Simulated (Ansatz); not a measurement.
# LaTaTl3: the cost of one run

Computed with Ansatz 0.2.0 (DFT PBE, scalar-relativistic, plane waves, PAW, unless a step's input says otherwise).

2 further runs of the same task are left out: 1 that didn't finish, 1 set aside as unsound or not needed.

**1. The system as given**

Symmetry: Pm-3m, No. 221, cubic system. The conventional cell has a = 5.438 Å, b = 5.438 Å, c = 5.438 Å, α = 90.00°, β = 90.00°, γ = 90.00°. La (site symmetry m-3m) has 12 Tl at 3.85 Å as nearest neighbours. Around Ta (site symmetry m-3m) lie 6 Tl at 2.72 Å. Tl (site symmetry 4/mmm) has 2 Ta at 2.72 Å as nearest neighbours.

Structure file:

```
CELL_PARAMETERS angstrom
5.43797 0.00000 0.00000
0.00000 5.43797 0.00000
0.00000 0.00000 5.43797
ATOMIC_POSITIONS crystal
La 0.50000 0.50000 0.50000
Ta 0.00000 0.00000 0.00000
Tl 0.50000 0.00000 0.00000
Tl 0.00000 0.50000 0.00000
Tl 0.00000 0.00000 0.50000
```

The cell is invented: species swapped into a database cell of RbCaBr3 (Pm-3m, No. 221), with La on the Rb sites, Ta on the Ca sites and Tl on the Br sites. The dimensions are guesses.

**2. A first look at the guess**

input.yaml reads:

```yaml
crystal:
  lattice:
    - [5.43796951, 0.0, 0.0]
    - [0.0, 5.43796951, 0.0]
    - [0.0, 0.0, 5.43796951]
  atoms:
    - { symbol: La, position: [0.5, 0.5, 0.5] }
    - { symbol: Ta, position: [0.0, 0.0, 0.0] }
    - { symbol: Tl, position: [0.5, 0.0, 0.0] }
    - { symbol: Tl, position: [0.0, 0.5, 0.0] }
    - { symbol: Tl, position: [0.0, 0.0, 0.5] }
basis:
  ecutwfc: 420
kpoints:
  mp_grid: { grid: [4, 4, 4] }
hamiltonian:
  xc: pbe
scf:
  occupations: { method: gaussian, width: 0.1 }
  lower_state_search: "off"
output:
  forces: true
  stress: true
  eigenvalues: true
```

On the command line:

```sh
$ ansatz run input.yaml --threads 1 --pin off --max-ram 2560MiB --backend cpu --events-out ev --progress --plain --runs-dir out
```

What time and memory should one allow on 1 thread of Arm Neoverse V2, shared host?

About 3.7 s, with a peak of 0.42 GiB.
